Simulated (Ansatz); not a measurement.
Crystal: Ba2Tl5V3O12.

```xyz
22
Lattice="4.2370 2.4462 6.1284 -4.2370 2.4462 6.1284 0.0000 -4.8924 6.1284" Properties=species:S:1:pos:R:3 pbc="T T T"
Ba    0.0000    0.0000    9.1926
Ba    0.0000    0.0000    0.0000
V     0.0000    2.4462    6.1284
V    -2.1185   -1.2231    6.1284
V     2.1185   -1.2231    6.1284
Tl    0.0000   -2.4462    3.0642
Tl    2.1185    1.2231    3.0642
Tl   -2.1185    1.2231    3.0642
Tl    0.0000    0.0000   13.6133
Tl    0.0000    0.0000    4.7719
O     2.6932   -0.0671    7.4143
O    -1.2885    2.3659    7.4143
O    -1.4047   -2.2988    7.4143
O    -1.4047    2.2988   10.9708
O     2.6932    0.0671   10.9708
O    -1.2884   -2.3659   10.9708
O    -2.6932    0.0671   10.9708
O     1.2884   -2.3659   10.9708
O     1.4047    2.2988   10.9708
O     1.4047   -2.2988    7.4143
O    -2.6932   -0.0671    7.4143
O     1.2885    2.3659    7.4143
```

The cell was built by a generator and needn't be a form met in nature.

```yaml
Program: Ansatz 0.2.0
Task: relaxation of cell and atoms
Functional: PBE
Dispersion: D4
Potentials_or_basis: Ansatz PAW
Cutoff: "420 eV (not typed: the program's choice for these potentials)"
k_mesh: 3 × 3 × 3
Occupations: fermi-dirac, width 0.05 eV
Spin: collinear spin, ferromagnetic start
Starting_moments: "[0.0, 0.0, 2.0, 2.0, 2.0, 0.0, 0.0, 0.0, 0.0, 0.0, 0.0, 0.0, 0.0, 0.0, 0.0, 0.0, 0.0, 0.0, 0.0, 0.0, 0.0, 0.0] μB"
```

At the start: volume 17.32 Å³/atom.

Task: How do energy, volume and symmetry change on relaxing?

Result: It ends after 8 steps and the volume is 16.73 Å³/atom (-3.4 %); space group R-3m (No. 166, to 0.05 Å); moment 1.14 μB per cell.

Step by step:
```
step  energy change (eV)  largest force (eV/Å)  volume (Å³)
   1              0.0000                0.0363       381.11
   2             -0.0618                0.1206       359.50
   3             -0.0983                0.0238       369.90
   4             -0.1015                0.0112       369.16
   5             -0.1030                0.0065       368.71
   6             -0.0754                0.0058       368.71
   7             -0.0774                0.0012       368.03
   8             -0.0758                0.0012       368.03
```

Final structure:
```
Ba V Tl O
1.0
     4.18364    2.41543    6.06997
    -4.18364    2.41543    6.06997
     0.00000   -4.83085    6.06997
Ba V Tl O
2 3 5 12
Cartesian
  0.0000 0.0000 9.1050
  0.0000 0.0000 0.0000
  0.0000 2.4154 6.0700
  -2.0918 -1.2077 6.0700
  2.0918 -1.2077 6.0700
  0.0000 -2.4154 3.0350
  2.0918 1.2077 3.0350
  -2.0918 1.2077 3.0350
  0.0000 0.0000 13.4886
  0.0000 0.0000 4.7213
  2.6516 -0.0456 7.3520
  -1.2863 2.3191 7.3520
  -1.3653 -2.2735 7.3520
  -1.3653 2.2735 10.8579
  2.6516 0.0456 10.8579
  -1.2863 -2.3191 10.8579
  -2.6516 0.0456 10.8579
  1.2863 -2.3191 10.8579
  1.3653 2.2735 10.8579
  1.3653 -2.2735 7.3520
  -2.6516 -0.0456 7.3520
  1.2863 2.3191 7.3520
```

Caveat: the plane-wave basis is chosen anew once the cell has moved, so the energies of steps on either side of that aren't comparable; the pressure holds a Pulay correction of +0.4 GPa for the finite cutoff; pairwise dispersion overbinds metals, which lowers pressure and volume.
